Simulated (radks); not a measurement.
# Zr²⁺ in [Ar] 3d10 4s2 4p5.5 4d2 5s0.5: an all-electron calculation

One table from this session's results is given with a row withheld; the runs are named, their logs left out.

Method: scalar-relativistic Kohn-Sham, BLYP, spin-unpolarised, spherical densities, finite nucleus. Code: radks (a radial shooting solver on a logarithmic mesh, Libxc functionals) version 1.

### Starting point

- element: zirconium (Z = 40)
- charge: +2
- electrons: 38
- configuration: [Ar] 3d10 4s2 4p5.5 4d2 5s0.5
- nuclear rms radius: 4.2694 fm

The first run:

Input:

```text
Z 40
configuration [Ar] 3d10 4s2 4p5.5 4d2 5s0.5 5p0 6s0
relativity scalar-relativistic
functional b88,lyp
spin unpolarised
nucleus finite rms 4.2694 fm
c 137.035999084
```

Among the steps run: Self-consistent calculation.

One table of the session follows, with a row left open; its other results are not shown here.

It belongs to the step «Radial structure». Radial moments (bohr):

```
level      <r>  outermost maximum (interpolated)  90 % within  nodes
   1s  0.03707                            0.0241       0.0664      0
   2s   0.1626                             0.137        0.251      1
   2p   0.1417                             0.109        0.231      0
   3s   0.4586                             0.408        0.679      2
   3p        ?                                 ?            ?      ?
   3d   0.4524                             0.347        0.728      0
   4s    1.203                              1.07         1.75      3
   4p    1.349                              1.17         2.00      2
   4d    1.943                              1.53         3.05      1
   5s    3.115                              2.81         4.48      4
   5p    3.708                              3.33         5.35      3
```

Estimate the missing values for 3p.

As computed: <r>: 0.4622; outermost maximum (interpolated): 0.402; 90 % within: 0.700; nodes: 1. In the column «<r>» it lies between 3s (0.4586) and 4s (1.203).
